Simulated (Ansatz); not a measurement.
CaZn₃, space group Fm-3m, the spin response to a magnetic field

Program: the Ansatz DFT code, driven from Python.

The script, `run_zeeman.py`:
```python
"""Spin moment of CaZn3 in a magnetic field."""

import ansatz as az
import numpy as np


def main() -> None:
    lattice = az.Lattice.of(
        (0.0, 3.356146, 3.356146),
        (3.356146, 0.0, 3.356146),
        (3.356146, 3.356146, 0.0),
    )
    sites = [
        ("Ca", (0.5, 0.5, 0.5)),
        ("Zn", (0.0, 0.0, 0.0)),
        ("Zn", (0.25, 0.25, 0.25)),
        ("Zn", (0.75, 0.75, 0.75)),
    ]
    crystal = az.Crystal(lattice=lattice)
    for symbol, position in sites:
        crystal = crystal.atom(symbol, position)

    calc = (
        crystal.calculation()
        .functional(az.Functional.R2SCAN)
        .kpoints(6, 6, 6, center="gamma")
        .occupations("cold", width=0.1)
        .scf(tolerance=1e-08)
        .spin("collinear")
    )
    # the field acts on the spins alone; such large fields lift the response over the noise
    rows = []
    for tesla in [0, 100, 200, 400]:
        summary = (calc.magnetic_field(tesla) if tesla else calc).run().report
        rows.append((tesla, summary["magnetization_mub"], summary["free_energy_ev"], summary["components"].get("e_zeeman", 0.0)))
    print("         B (T)      moment muB            F eV  Zeeman term eV")
    for row in rows:
        print(f"{str(row[0]):>14s}  {row[1]:14.4f}  {row[2]:14.5f}  {row[3]:14.5f}")
    slope = np.polyfit([row[0] for row in rows], [row[1] for row in rows], 1)[0]
    print(f"dM/dB = {1000 * slope:.4f} muB per 1000 T per cell")


if __name__ == "__main__":
    main()
```

```console
$ python run_zeeman.py
DeckWarning: basis.ecutwfc = 500 eV, auto-derived from the records' recommended cutoffs: set by Ca (their level for a meta-GGA)
RunWarning: this spin-polarised run has no starting moment large enough to seed its density, so its SCF can try parallel moments of its own, which can die out, and starts no order whose moments cancel. Behind that start scf.lower_state_search: light tries no other order and makes no probe for moments, and off searches nothing, so another order or size of moments can lie lower. To look for one, give starting moments (crystal.atoms[].spin, magnetization.per_species, [...]
         B (T)      moment muB            F eV  Zeeman term eV
             0          0.0000    -11799.23069         0.00000
           100          0.0176    -11799.23074        -0.00010
           200          0.0321    -11799.23089        -0.00037
           400          0.0484    -11799.23137        -0.00112
dM/dB = 0.1185 muB per 1000 T per cell
```
(Warnings from the package without file and line, shortened.)

What to keep in mind:
- Absolute energies stand on the zero of these potentials, so only differences at equal settings mean something. A total without «per atom» is that of the cell as typed.
- The mesh is modest for a metal, so energies can be off by several to tens of meV an atom and pressures by half a GPa or more; differences at equal mesh fare better.
- r2SCAN tends to overestimate the moments of itinerant magnets.
- The structure comes from a database of computed cells and needn't be a stable or known phase.
- Orbital magnetism is left out. The response of a metal hangs strongly on mesh and smearing, and a straight-line fit holds only where the moment is linear in the field.
- Wall time of the script: 90 s on 1 thread of Arm Neoverse V1 (shared host), peak memory 0.61 GiB.

(Lines on the test bed's own set-up are left out of the output.)
